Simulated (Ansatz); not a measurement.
This script for vertical spin-state energies of BrH2MgN, SMILES [NH2][Mg][Br] with Ansatz's Python interface holds a mistake.

Script `spin_brh2mgn.py`:
```python
import ansatz
from ase import Atoms


def main() -> None:
    atoms = Atoms(["N", "Mg", "Br", "H", "H"], positions=[
        [-1.0254, 0.5348, -0.2322],
        [0.5245, -0.5671, 0.4326],
        [2.4498, -1.9579, 1.2457],
        [-0.6893, 1.5873, -0.2197],
        [-0.7254, 0.5348, -0.2322],
    ])
    geometry = ansatz.Crystal.molecule_from_ase(atoms)

    calculation = geometry.calculation().basis(gaussian="def2-SVP").functional("hf")
    found = {}
    for unpaired in [0, 2, 4]:
        report = calculation.spin("collinear", total=unpaired).run(threads=1).report
        s = unpaired / 2
        found[unpaired] = report["free_energy_ev"]
        print(f"2S+1 = {unpaired + 1}: E = {found[unpaired]:.5f} eV, <S^2> = {abs(report['mean_field']['state']['spin_squared']):.3f} (pure state {s * (s + 1):.2f})")
    lowest = min(found, key=found.get)
    for unpaired, e in found.items():
        print(f"multiplicity {unpaired + 1}: {23.060548 * (e - found[lowest]):.1f} kcal/mol above the lowest")


if __name__ == "__main__":
    main()
```

Output of `python spin_brh2mgn.py`:
```text
2S+1 = 1: E = -76830.94267 eV, <S^2> = 0.000 (pure state 0.00)
2S+1 = 3: E = -76829.46100 eV, <S^2> = 2.008 (pure state 2.00)
2S+1 = 5: E = -76825.01097 eV, <S^2> = 6.014 (pure state 6.00)
multiplicity 1: 0.0 kcal/mol above the lowest
multiplicity 3: 34.2 kcal/mol above the lowest
multiplicity 5: 136.8 kcal/mol above the lowest
```

The script ran to its end, but the result can't be trusted. Why?

The fault: two atoms almost overlap. Mended:

`spin_brh2mgn.py`:
```python
import ansatz
from ase import Atoms


def main() -> None:
    atoms = Atoms(["N", "Mg", "Br", "H", "H"], positions=[
        [-1.0254, 0.5348, -0.2322],
        [0.5245, -0.5671, 0.4326],
        [2.4498, -1.9579, 1.2457],
        [-0.6893, 1.5873, -0.2197],
        [-1.2097, 0.3292, -1.2679],
    ])
    geometry = ansatz.Crystal.molecule_from_ase(atoms)

    calculation = geometry.calculation().basis(gaussian="def2-SVP").functional("hf")
    found = {}
    for unpaired in [0, 2, 4]:
        report = calculation.spin("collinear", total=unpaired).run(threads=1).report
        s = unpaired / 2
        found[unpaired] = report["free_energy_ev"]
        print(f"2S+1 = {unpaired + 1}: E = {found[unpaired]:.5f} eV, <S^2> = {abs(report['mean_field']['state']['spin_squared']):.3f} (pure state {s * (s + 1):.2f})")
    lowest = min(found, key=found.get)
    for unpaired, e in found.items():
        print(f"multiplicity {unpaired + 1}: {23.060548 * (e - found[lowest]):.1f} kcal/mol above the lowest")


if __name__ == "__main__":
    main()
```

After the fix:

```console
$ python spin_brh2mgn.py
2S+1 = 1: E = -76934.44716 eV, <S^2> = 0.000 (pure state 0.00)
2S+1 = 3: E = -76931.71159 eV, <S^2> = 2.012 (pure state 2.00)
2S+1 = 5: E = -76927.44616 eV, <S^2> = 6.017 (pure state 6.00)
multiplicity 1: 0.0 kcal/mol above the lowest
multiplicity 3: 63.1 kcal/mol above the lowest
multiplicity 5: 161.4 kcal/mol above the lowest
```

What to keep in mind:
- Total energies depend on the basis set; only differences at equal settings carry meaning.
- The geometry is a force-field or estimated start, not a minimum of this method, and the basis set is short of its limit. All parts are taken at fixed geometry, without zero-point energy.
- Hartree-Fock leaves correlation out, so it favours high-spin states too much.
- Finished in 16 s on 1 thread of Arm Neoverse V1 (shared host), peak memory 0.27 GiB.

(Lines on the test bed's own set-up are left out of the output.)
